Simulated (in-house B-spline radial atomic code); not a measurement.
# Dy⁺: excited configurations

Aim: the energies of several excited configurations of Dy⁺ above a reference configuration, each from its own self-consistent run.

The numbers are computed with in-house B-spline radial atomic code version 1 (scalar-relativistic (spin-free one-electron X2C) RPBE, spin-polarised, spherical fractional occupations, Fermi nucleus, basis-set limit), except any that are marked as measured or tabulated.

### 1 What is computed

| Item | Value |
| --- | --- |
| element | dysprosium (Z = 66) |
| charge | +1 |
| electrons | 65 |
| configuration | [Xe] 4f10 6s1 |
| Hamiltonian | scalar-relativistic (X2C) |
| nucleus | Fermi, rms radius 5.222 fm |

Outer shells as boxes (Hund's rule):

[Xe] 4f10 6s1
```
[Xe] core
4f [↑↓][↑↓][↑↓][↑ ][↑ ][↑ ][↑ ]
6s [↑ ]
```

Where spins are not typed, each open shell is filled with up spins first.

### 2 Reference run

Input settings:

```ini
Z = 66
electrons = 65.0
configuration = [Xe] 4f10 6s1
hamiltonian = x2c
method = rpbe,pbe
spin_polarised = True
nucleus = fermi
rms_radius = 5.2218
mass_number = 164
atomic_mass = 163.929180819
speed_of_light = 137.035999084
```

### 3 [Kr] 4d10 4f10 5s2 5p5 6s1 6p1

The settings differ from step 2 so:

```diff
@@ -2,3 +2,3 @@
 electrons = 65.0
-configuration = [Xe] 4f10 6s1
+configuration = [Kr] 4d10 4f10 5s2 5p5 6s1 6p1
 hamiltonian = x2c
```

### 4 [Xe] 4f10 5d1

The settings differ from step 3 so:

```diff
@@ -2,3 +2,3 @@
 electrons = 65.0
-configuration = [Kr] 4d10 4f10 5s2 5p5 6s1 6p1
+configuration = [Xe] 4f10 5d1
 hamiltonian = x2c
```

### 5 Configuration [Xe] 4f9 6s1 6p1

The settings differ from step 4 so:

```diff
@@ -2,3 +2,3 @@
 electrons = 65.0
-configuration = [Xe] 4f10 5d1
+configuration = [Xe] 4f9 6s1 6p1
 hamiltonian = x2c
```

### 6 Run with [Xe] 4f10 5f1

The settings differ from step 5 so:

```diff
@@ -2,3 +2,3 @@
 electrons = 65.0
-configuration = [Xe] 4f9 6s1 6p1
+configuration = [Xe] 4f10 5f1
 hamiltonian = x2c
```

### 7 [Xe] 4f9 5d1 6s1

The settings differ from step 6 so:

```diff
@@ -2,3 +2,3 @@
 electrons = 65.0
-configuration = [Xe] 4f10 5f1
+configuration = [Xe] 4f9 5d1 6s1
 hamiltonian = x2c
```

### 8 [Xe] 4f9 5f1 6s1

The settings differ from step 7 so:

```diff
@@ -2,3 +2,3 @@
 electrons = 65.0
-configuration = [Xe] 4f9 5d1 6s1
+configuration = [Xe] 4f9 5f1 6s1
 hamiltonian = x2c
```

How far above the reference does each configuration lie (order and size, in eV)?

**Answer**, as computed:

| net move | configuration | 2|M_S|+1 | energy above the reference (eV) | largest <r> (bohr) |
| --- | --- | --- | --- | --- |
| 6s → 5d | [Xe] 4f10 5d1 | 6 | 2.074 | 2.94 |
| 4f → 5d | [Xe] 4f9 5d1 6s1 | 8 | 2.351 | 3.52 |
| 4f → 6p | [Xe] 4f9 6s1 6p1 | 8 | 5.425 | 4.22 |
| 6s → 5f | [Xe] 4f10 5f1 | 6 | 8.154 | 8.48 |
| 4f → 5f | [Xe] 4f9 5f1 6s1 | 8 | 11.472 | 7.90 |
| 5p → 6p | [Kr] 4d10 4f10 5s2 5p5 6s1 6p1 | 8 | 26.881 | 4.23 |

**Reading.** The energies run from 2.074 eV (6s → 5d) to 26.881 eV (5p → 6p). 1 of them lies more than 60 % above minus the reference's highest level (7.726 eV), in the range where a state can decay by emitting an electron. The reference has 2|M_S|+1 = 6; 4 of the configurations differ from it in spin. These are spherical averages at the typed spins, not spectroscopic levels.
